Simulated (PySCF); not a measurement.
# Si2H4ClF (SMILES F[SiH]([SiH3])Cl) at 6 levels

Wanted: a comparison of 6 runs (B3LYP/6-31G*, B2PLYP/def2-SVP, PBE0/def2-SVP, TPSS/def2-SVP, r2SCAN/def2-SVP, wB97M-V/def2-SVP) of Si2H4ClF. The job is set up through a Python script.

The results are computed with PySCF 2.14.0.

3 further runs of the same task are left out: 3 set aside as unsound or not needed.

### Step 1. The structure to begin with

Si2H4ClF: 8 atoms, total charge 0, spin state singlet. SMILES: `F[SiH]([SiH3])Cl`. The coordinates come from a PBE0-D4/def2-TZVP relaxation.

Bond lengths: F1–Si2 1.597 Å, Si2–Si3 2.339 Å, Si2–Cl4 2.049 Å, Si2–H5 1.481 Å, Si3–H6 1.487 Å, Si3–H7 1.486 Å, Si3–H8 1.485 Å. Some angles: F1–Si2–Si3 109.8°, F1–Si2–Cl4 107.9°, Si3–Si2–Cl4 109.0°, F1–Si2–H5 107.2°, Si3–Si2–H5 115.4°, Cl4–Si2–H5 107.3°, Si2–Si3–H6 110.0°, Si2–Si3–H7 108.3°, Si2–Si3–H8 109.2°, H6–Si3–H7 109.5°.

### Step 2. A single-point energy at B3LYP/6-31G(d) (spherical functions) (run 1)

Contents of job.py:

```python
# F[SiH]([SiH3])Cl
from pyscf import gto, dft

mol = gto.M(
    atom='''
F     -1.329000     1.796800     0.161200
Si    -0.382900     0.812800    -0.667700
Si     0.539000    -0.793000     0.761300
Cl    -1.534100    -0.130100    -2.075900
H      0.596600     1.655400    -1.392300
H      1.355700    -0.131100     1.812300
H      1.403500    -1.693800    -0.044400
H     -0.556600    -1.574100     1.389600
''',
    max_memory=1860,
    basis='6-31g*',
    verbose=4,
)

calc0 = dft.RKS(mol, xc='b3lyp')
calc0.grids.level = 5
calc0.conv_tol = 1e-10
calc0.kernel()
if not calc0.converged:
    calc0 = calc0.newton().run(calc0.mo_coeff, calc0.mo_occ)

e_tot = calc0.e_tot
print('Final energy', e_tot)
```

On the command line:

```sh
$ OMP_NUM_THREADS=1 python job.py
```

Standard output:

```text
PySCF version 2.14.0

[INPUT] num. atoms = 8
[INPUT] num. electrons = 58
[INPUT] charge = 0
[INPUT] spin (= nelec alpha-beta = 2S) = 0
[INPUT] symmetry False subgroup None
[INPUT] Mole.unit = angstrom
[INPUT] Symbol           X                Y                Z      unit          X                Y                Z       unit  Magmom
[INPUT]  1 F     -1.329000000000   1.796800000000   0.161200000000 AA   -2.511446019547   3.395459900619   0.304623851280 Bohr   0.0
[INPUT]  2 Si    -0.382900000000   0.812800000000  -0.667700000000 AA   -0.723576133096   1.535969394046  -1.261770133372 Bohr   0.0
[INPUT]  3 Si     0.539000000000  -0.793000000000   0.761300000000 AA    1.018562381141  -1.498552816780   1.438648498631 Bohr   0.0
[INPUT]  4 Cl    -1.534100000000  -0.130100000000  -2.075900000000 AA   -2.899028847695  -0.245853368806  -3.922882461985 Bohr   0.0
[INPUT]  5 H      0.596600000000   1.655400000000  -1.392300000000 AA    1.127410605916   3.128252626605  -2.631065683232 Bohr   0.0
[INPUT]  6 H      1.355700000000  -0.131100000000   1.812300000000 AA    2.561901707073  -0.247743094930   3.424750655549 Bohr   0.0
[INPUT]  7 H      1.403500000000  -1.693800000000  -0.044400000000 AA    2.652230615827  -3.200818109788  -0.083903839931 Bohr   0.0
[INPUT]  8 H     -0.556600000000  -1.574100000000   1.389600000000 AA   -1.051821560933  -2.974617892678   2.625963422696 Bohr   0.0

nuclear repulsion = 276.204993626189
number of shells = 38
number of NR pGTOs = 196
number of NR cGTOs = 76
basis = 6-31g*
ecp = {}

******** <class 'pyscf.dft.rks.RKS'> ********
method = RKS
initial guess = minao
damping factor = 0
level_shift factor = 0
DIIS = <class 'pyscf.scf.diis.CDIIS'>
diis_start_cycle = 1
diis_space = 8
diis_damp = 0
SCF conv_tol = 1e-10
SCF conv_tol_grad = None
SCF max_cycles = 50
direct_scf = True
direct_scf_tol = 1e-13
XC library pyscf.dft.libxc version 7.0.0
    S. Lehtola, C. Steigemann, M. J.T. Oliveira, and M. A.L. Marques.,  SoftwareX 7, 1–5 (2018)
XC functionals = b3lyp
    P. J. Stephens, F. J. Devlin, C. F. Chabalowski, and M. J. Frisch.,  J. Phys. Chem. 98, 11623 (1994)
radial grids:
    Treutler-Ahlrichs [JCP 102, 346 (1995); DOI:10.1063/1.469408] (M4) radial grids

becke partition: Becke, JCP 88, 2547 (1988); DOI:10.1063/1.454033
pruning grids: <function nwchem_prune>
grids dens level: 5
symmetrized grids: False
atomic radii adjust function: <function treutler_atomic_radii_adjust>
small_rho_cutoff = 0
Set gradient conv threshold to 1e-05
Initial guess from minao.
tot grids = 268192
init E= -1141.59401259314
  HOMO = -0.298092201544645  LUMO = -0.0422440464104628  gap/eV = 6.96198
cycle= 1 E= -1141.45538688788  delta_E= 0.139  |g|= 0.602  |ddm|= 2.47
  HOMO = -0.28274795839192  LUMO = -0.0299101688319756  gap/eV = 6.88007
cycle= 2 E= -1141.3408173381  delta_E= 0.115  |g|= 1.03  |ddm|= 1.43
  HOMO = -0.295516155881351  LUMO = -0.0173684216474177  gap/eV = 7.56879
cycle= 3 E= -1141.52366755148  delta_E= -0.183  |g|= 0.0652  |ddm|= 0.915
  HOMO = -0.297965627723388  LUMO = -0.0144227407578876  gap/eV = 7.71559
cycle= 4 E= -1141.52461431277  delta_E= -0.000947  |g|= 0.0277  |ddm|= 0.12
  HOMO = -0.298851849177141  LUMO = -0.0159769281914071  gap/eV = 7.69742
cycle= 5 E= -1141.52484538277  delta_E= -0.000231  |g|= 0.0024  |ddm|= 0.0388
  HOMO = -0.298497597920981  LUMO = -0.0156552505488832  gap/eV = 7.69653
cycle= 6 E= -1141.5248472088  delta_E= -1.83e-06  |g|= 0.000494  |ddm|= 0.00396
  HOMO = -0.29853418763844  LUMO = -0.0156903946870326  gap/eV = 7.69657
cycle= 7 E= -1141.52484727976  delta_E= -7.1e-08  |g|= 9.85e-05  |ddm|= 0.000698
  HOMO = -0.298523935540704  LUMO = -0.0156837432370858  gap/eV = 7.69647
cycle= 8 E= -1141.52484728284  delta_E= -3.08e-09  |g|= 2.68e-05  |ddm|= 0.000177
  HOMO = -0.2985274412545  LUMO = -0.0156864125181388  gap/eV = 7.69650
cycle= 9 E= -1141.52484728305  delta_E= -2.11e-10  |g|= 5.35e-06  |ddm|= 4.11e-05
  HOMO = -0.298527457852499  LUMO = -0.0156863998542671  gap/eV = 7.69650
cycle= 10 E= -1141.52484728306  delta_E= -1.14e-11  |g|= 7.58e-07  |ddm|= 7.95e-06
  HOMO = -0.298527305577588  LUMO = -0.0156862509777418  gap/eV = 7.69650
Extra cycle  E= -1141.52484728306  delta_E= 1.36e-12  |g|= 5.29e-07  |ddm|= 1.87e-06
converged SCF energy = -1141.52484728306
Final energy -1141.52484728306
```

Wall time 18 s (1 thread of Intel Xeon at 2.70GHz, shared host); peak memory 0.4 GiB.

### Step 3. The energy at B2PLYP/def2-SVP (run 2)

Contents of job.py:

```python
from pyscf import gto, dft, mp

system = gto.M(
    atom=[
    ('F', (-1.329000, 1.796800, 0.161200)),
    ('Si', (-0.382900, 0.812800, -0.667700)),
    ('Si', (0.539000, -0.793000, 0.761300)),
    ('Cl', (-1.534100, -0.130100, -2.075900)),
    ('H', (0.596600, 1.655400, -1.392300)),
    ('H', (1.355700, -0.131100, 1.812300)),
    ('H', (1.403500, -1.693800, -0.044400)),
    ('H', (-0.556600, -1.574100, 1.389600)),
],
    verbose=3,
    max_memory=1860,
    basis='def2-svp',
    charge=0,
)

mf = dft.RKS(system, xc='0.53*HF + 0.47*B88, 0.73*LYP')
mf.conv_tol = 1e-10
mf.grids.level = 5
mf.kernel()
if not mf.converged:
    mf = mf.newton().run(mf.mo_coeff, mf.mo_occ)

pt = mp.MP2(mf, frozen=16).run()
etot = mf.e_tot + 0.27 * pt.e_corr
print('PT2 part  %.8f' % (0.27 * pt.e_corr))
print('E = %.10f Eh' % etot)
```

On the command line:

```sh
$ OMP_NUM_THREADS=1 python job.py
```

Standard output:

```text
converged SCF energy = -1140.47069658188
E(RMP2) = -1141.09494666412  E_corr = -0.624250082245303
E(SCS-RMP2) = -1141.09133591852  E_corr = -0.620639336638868
PT2 part  -0.16854752
E = -1140.6392441041 Eh
```

Run time: 18 s. Hardware: 1 thread of Intel Xeon at 2.70GHz, shared host; peak memory 0.46 GiB.

Runs 3 to 4 aren't shown in full; the table further down has their settings and results.

### Step 4. A single-point energy at r2SCAN/def2-SVP (run 5)

Contents of job.py:

```python
# F[SiH]([SiH3])Cl
from pyscf import gto, dft

mol = gto.Mole()
mol.atom = '''
F       -1.329000       1.796800       0.161200
Si      -0.382900       0.812800      -0.667700
Si       0.539000      -0.793000       0.761300
Cl      -1.534100      -0.130100      -2.075900
H        0.596600       1.655400      -1.392300
H        1.355700      -0.131100       1.812300
H        1.403500      -1.693800      -0.044400
H       -0.556600      -1.574100       1.389600
'''
mol.max_memory = 1860
mol.verbose = 3
mol.charge = 0
mol.basis = 'def2-svp'
mol.build()

mf = dft.RKS(mol)
mf.xc = 'r2scan'
mf.conv_tol = 1e-10
mf.grids.level = 5
mf.kernel()
if not mf.converged:
    mf = mf.newton().run(mf.mo_coeff, mf.mo_occ)

e_tot = mf.e_tot
print('E = %.10f Eh' % e_tot)
```

On the command line:

```sh
$ OMP_NUM_THREADS=1 python job.py
```

Standard output:

```text
converged SCF energy = -1140.99798895727
E = -1140.9979889573 Eh
```

It took 31 s on 1 thread of Intel Xeon at 2.70GHz, shared host; peak memory 0.46 GiB.

### Step 5. The energy at wB97M-V/def2-SVP (run 6)

Contents of input.py:

```python
# F[SiH]([SiH3])Cl
from pyscf import gto, dft

mol = gto.M(
    atom='''
F       -1.329000       1.796800       0.161200
Si      -0.382900       0.812800      -0.667700
Si       0.539000      -0.793000       0.761300
Cl      -1.534100      -0.130100      -2.075900
H        0.596600       1.655400      -1.392300
H        1.355700      -0.131100       1.812300
H        1.403500      -1.693800      -0.044400
H       -0.556600      -1.574100       1.389600
''',
    basis='def2-svp',
    charge=0,
    max_memory=1860,
    verbose=3,
    spin=0,
)

mf = dft.RKS(mol, xc='wb97m-v')
mf.nlcgrids.level = 1
mf.grids.level = 5
mf.conv_tol = 1e-10
mf.kernel()
if not mf.converged:
    mf = mf.newton().run(mf.mo_coeff, mf.mo_occ)

energy = mf.e_tot
print('E(%s) = %.9f' % ('WB97M-V', energy))
```

On the command line:

```sh
$ OMP_NUM_THREADS=1 python input.py
```

Standard output:

```text
converged SCF energy = -1141.02171235548
E(WB97M-V) = -1141.021712355
```

Wall time 93 s (1 thread of Intel Xeon at 2.70GHz, shared host); peak memory 0.5 GiB.

### Step 6. The series

```
run                               level  frozen core orbitals  nlc grid   energy (Eh)  dipole moment (D)  HOMO energy (eV)  LUMO energy (eV)  wall time
  1  B3LYP/6-31G* (spherical functions)                     –         –  -1141.524847               1.82             -8.12             -0.43       18 s
  2                     B2PLYP/def2-SVP                    16         –  -1140.639244               1.71             -9.42              1.04       18 s
  3                       PBE0/def2-SVP                     –         –  -1140.628304               1.59             -8.35             -0.30       18 s
  4                       TPSS/def2-SVP                     –         –  -1141.201946               1.45             -7.27             -0.96       29 s
  5                     r2SCAN/def2-SVP                     –         –  -1140.997989               1.52             -7.44             -0.91       31 s
  6                    wB97M-V/def2-SVP                     –         1  -1141.021712               1.57            -10.37              1.63       93 s
```

### Step 7. Results

```
            quantity           value
 run 6: total energy  -1141.02171 Eh
run 6: dipole moment          1.57 D
  run 6: HOMO energy       -10.37 eV
  run 6: LUMO energy         1.63 eV
run 6: HOMO–LUMO gap        12.00 eV
```

The dipole moment (its size) runs from 1.45 D (TPSS/def2-SVP) to 1.82 D (B3LYP/6-31G*). The two ends differ in method and basis. The HOMO–LUMO gap runs from 6.31 eV (TPSS/def2-SVP) to 12.00 eV (wB97M-V/def2-SVP). Totals of different functionals can't be ranked against each other. All runs together took 3.5 min, the longest 93 s.
